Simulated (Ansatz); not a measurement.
# BH3O3 (boric acid) at HSE06/def2-SVPD

What is the electronic atomisation energy of BH3O3 (boric acid) at HSE06/def2-SVPD? 

The calculation is run with Ansatz 0.2.0.

54 further runs of the same task are left out: 1 that didn't finish, 53 set aside as unsound or not needed.

### 1 The molecule

The species is BH3O3 (7 atoms), meant as a singlet with charge 0. As SMILES, `OB(O)O`. The shape is that of a PBE0-D4/def2-TZVP optimisation. This is a higher conformer, about 20 kJ/mol above the lowest found by a separate search.

Bond lengths: O1–B2 1.367 Å, B2–O3 1.360 Å, B2–O4 1.376 Å, O1–H5 0.957 Å, O3–H6 0.959 Å, O4–H7 0.957 Å. Angles: O1–B2–O3 116.5°, O1–B2–O4 125.2°, O3–B2–O4 118.3°, B2–O1–H5 115.3°, B2–O3–H6 111.6°, B2–O4–H7 115.8°.

### 2 A single-point energy at HSE06/def2-SVPD

The input, input.yaml:

```yaml
crystal:
  periodic: [false, false, false]
  atoms:
    - {symbol: O, position_ang: [-1.109700, 0.802600, 0.321900]}
    - {symbol: B, position_ang: [-0.012200, -0.006800, 0.228700]}
    - {symbol: O, position_ang: [0.501200, -0.469300, 1.400100]}
    - {symbol: O, position_ang: [0.600700, -0.381300, -0.945400]}
    - {symbol: H, position_ang: [-1.457400, 1.118600, -0.511500]}
    - {symbol: H, position_ang: [1.266800, -1.028200, 1.254500]}
    - {symbol: H, position_ang: [0.210500, -0.035700, -1.748300]}
basis:
  gaussian:
    orbitals: def2-SVPD
hamiltonian:
  xc: hse06
accuracy: high
output: {orbitals: {seedname: orbitals}}
```

The run is started by

```
$ ansatz run input.yaml --threads 1 --pin off --max-ram 3480MiB --events-out events.jsonl --progress --plain --runs-dir runs
```

Standard output:

```text
Warning: RAYON_NUM_THREADS=1 ignored (pool sized by the plan → 1); use --threads N
Functional definition: HSE06
  name "HSE06"
  parameter a = 0.25
  parameter omega = 0.11/bohr
  exchange = pbe_x - a*pbe_x_sr(omega) + a*exact_x_sr(omega)
  correlation = pbe_c
2240 factors; integrals over basis functions are off by at most 3.4e-9 eV
129 factors; integrals over basis functions are off by at most 1.1e-9 eV
mean field evaluation 1: about -6848.8862 eV, gradient 7.5e1 eV
mean field evaluation 2: about -6835.2593 eV, gradient 1.1e2 eV
mean field evaluation 4: about -6858.3163 eV, gradient 4.1e0 eV
mean field evaluation 8: about -6858.3458 eV, gradient 9.4e-2 eV
mean field evaluation 16: about -6858.3458 eV, gradient 4.1e-6 eV
mean field -6858.34582739 eV, -252.0395604030 hartree, gradient 6.2e-8 eV, S^2 0.000000; 0 other end points of the search recorded, 0 dependent functions left out
reference -6858.34583150 eV, -252.0395605538 hartree; 16, 16 occupied and 97, 97 virtual orbitals, 2240 factors
Total energy: -6858.34583150 eV, -252.0395605538 hartree
```

Wall time 8.7 s (1 thread of Arm Neoverse V1, shared host); peak memory 0.37 GiB.

### 3 The B atom at the same level

The input, input.yaml:

```yaml
crystal:
  periodic: [false, false, false]
  atoms:
    - {symbol: B, position_ang: [0.000000, 0.000000, 0.000000]}
basis:
  gaussian: {orbitals: def2-SVPD}
hamiltonian: {xc: hse06}
accuracy: high
magnetization: {spin_polarized: true, initial_magnetization: 1}
```

The run is started by

```
$ ansatz run input.yaml --threads 1 --pin off --max-ram 3480MiB --events-out events.jsonl --progress --plain --runs-dir runs
```

Standard output, cut to the lines that bear on the results:

```text
Warning: RAYON_NUM_THREADS=1 ignored (pool sized by the plan → 1); use --threads N
[... 6 set-up lines as earlier in the session ...]
161 factors; integrals over basis functions are off by at most 2.8e-9 eV
51 factors; integrals over basis functions are off by at most 6.0e-10 eV
mean field evaluation 1: about -669.0132 eV, gradient 2.5e0 eV
mean field evaluation 2: about -669.0729 eV, gradient 4.7e-1 eV
mean field evaluation 4: about -669.0693 eV, gradient 4.5e-1 eV
mean field evaluation 8: about -669.0714 eV, gradient 4.2e-4 eV
mean field evaluation 16: about -669.0714 eV, gradient 2.0e-8 eV
mean field -669.07136402 eV, -24.5879191149 hartree, gradient 2.0e-8 eV, S^2 0.753819; 0 other end points of the search recorded, 0 dependent functions left out
reference -669.07136634 eV, -24.5879192000 hartree; 3, 2 occupied and 17, 18 virtual orbitals, 161 factors
Total energy: -669.07136634 eV, -24.5879192000 hartree
```

Run time: 0.64 s. Hardware: 1 thread of Arm Neoverse V1, shared host.

### 4 The H atom at the same level

The input, input.yaml:

```yaml
crystal:
  periodic: [false, false, false]
  atoms:
    - symbol: H
      position_ang: [0.000000, 0.000000, 0.000000]
basis:
  gaussian:
    orbitals: def2-SVPD
total_charge: 0
magnetization:
  spin_polarized: true
  initial_magnetization: 1
hamiltonian:
  xc: hse06
accuracy: high
```

Run the same way, it converges to -0.50000 Eh (log not shown).

### 5 The O atom

The input, job.yaml:

```yaml
crystal:
  periodic: [false, false, false]
  atoms:
    - {symbol: O, position_ang: [0.000000, 0.000000, 0.000000]}
basis:
  gaussian: {orbitals: def2-SVPD}
magnetization: {spin_polarized: true, initial_magnetization: 2}
hamiltonian: {xc: {name: HSE06}}
accuracy: high
```

Run the same way, it converges to -74.92859 Eh (log not shown).

### 6 Outcome

At HSE06/def2-SVPD:

| quantity | value |
| --- | --- |
| molecule: total energy | -252.03956 Eh |
| molecule: HOMO energy | -8.93 eV |
| molecule: LUMO energy | -0.78 eV |
| molecule: HOMO–LUMO gap | 8.15 eV |
| B atom: total energy | -24.58792 Eh |
| B atom: ⟨S²⟩ | 0.754 |
| H atom: total energy | -0.50000 Eh |
| H atom: ⟨S²⟩ | 0.750 |
| O atom: total energy | -74.92859 Eh |
| O atom: ⟨S²⟩ | 2.004 |
| electronic atomisation energy | 31.725 eV |

Taking the molecule apart into free atoms costs 31.72 eV (3061 kJ/mol), before zero-point energy and without spin-orbit coupling.
